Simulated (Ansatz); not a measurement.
# CO2: a short molecular-dynamics run

A trajectory of CO2, a distorted structure with 6 atoms that was not relaxed first: 60 steps of 1 fs at constant energy, with velocities drawn for 2000 K.

Program: Ansatz 0.2.0. Level of theory: DFT LDA, plane waves, PAW, scalar-relativistic, no spin polarisation. These are calculated values, not measurements.

**1. The structure to begin with**

The cell holds 6 atoms (C2O4): a = 3.407 Å, b = 3.463 Å, c = 4.019 Å, α = 89.70°, β = 91.37°, γ = 89.12°.

As a file:

```cif
data_structure
_symmetry_space_group_name_H-M 'P 1'
_symmetry_Int_Tables_number 1
_cell_length_a 3.4074
_cell_length_b 3.4632
_cell_length_c 4.0191
_cell_angle_alpha 89.703
_cell_angle_beta 91.372
_cell_angle_gamma 89.125
_cell_volume 47.41
loop_
_atom_site_label
_atom_site_type_symbol
_atom_site_fract_x
_atom_site_fract_y
_atom_site_fract_z
_atom_site_occupancy
C1 C 0.00338 0.99845 0.00116 1
C2 C 0.49621 0.49848 0.50696 1
O1 O 0.22843 0.24241 0.00757 1
O2 O 0.27401 0.73146 0.49694 1
O3 O 0.77667 0.75801 0.99952 1
O4 O 0.72678 0.27655 0.49954 1
```

**2. The run**

File input.yaml:

```yaml
crystal:
  lattice:
    - [3.407093, 0.026289, -0.041048]
    - [0.026289, 3.463109, 0.009098]
    - [-0.047915, 0.010621, 4.018795]
  atoms:
    - { symbol: C, position: [0.003376, 0.998451, 0.001156] }
    - { symbol: C, position: [0.496207, 0.498476, 0.506956] }
    - { symbol: O, position: [0.228433, 0.242411, 0.007567] }
    - { symbol: O, position: [0.274008, 0.731463, 0.496944] }
    - { symbol: O, position: [0.776666, 0.758013, 0.999515] }
    - { symbol: O, position: [0.726782, 0.276549, 0.499537] }
kpoints:
  mp_grid: { grid: [4, 4, 4] }
magnetization:
  spin_polarized: false
scf:
  occupations: { method: cold, width: 0.15 }
hamiltonian:
  pseudopotentials: { kind: paw }
  xc: lda
basis:
  ecutwfc: 420
md:
  timestep: 1.0
  n_steps: 60
  ensemble: nve
  temperature: 2000.0
  initial_velocities: maxwell_boltzmann
  seed: 218278
```

Command:

```sh
$ ansatz run input.yaml --threads 2 --pin off --max-ram 2560MiB --backend cpu --events-out ev --progress --plain --runs-dir out
```

Before running it: what results should come out? Wanted: temperature, first and last step; temperature, second half; potential energy, second half; largest change of the total energy; mean square displacement, second half.

The runs gave:

| quantity | value |
| --- | --- |
| length | 60 steps of 1 fs |
| temperature, first and last step | 2000 and 955 K |
| temperature, second half | mean 1384 K, from 880 to 1966 K |
| potential energy, second half | +68 meV/atom from the start |
| largest change of the total energy | 3.10 meV/atom |
| mean square displacement, second half | O 0.025, C 0.009 Å² |

The temperature starts at 2000 K and averages 1384 K in the second half, where it ranges from 880 to 1966 K. The total energy strays from its start by at most 3.10 meV/atom, 2.1 % of the mean kinetic energy, fair for a step of 1 fs. The farthest move is 0.30 Å, and the typical spacing of atoms 1.1 Å: no atom has changed site so far. Averages from a run of 60 fs with 6 atoms are rough. The k-mesh is coarse for this cell.
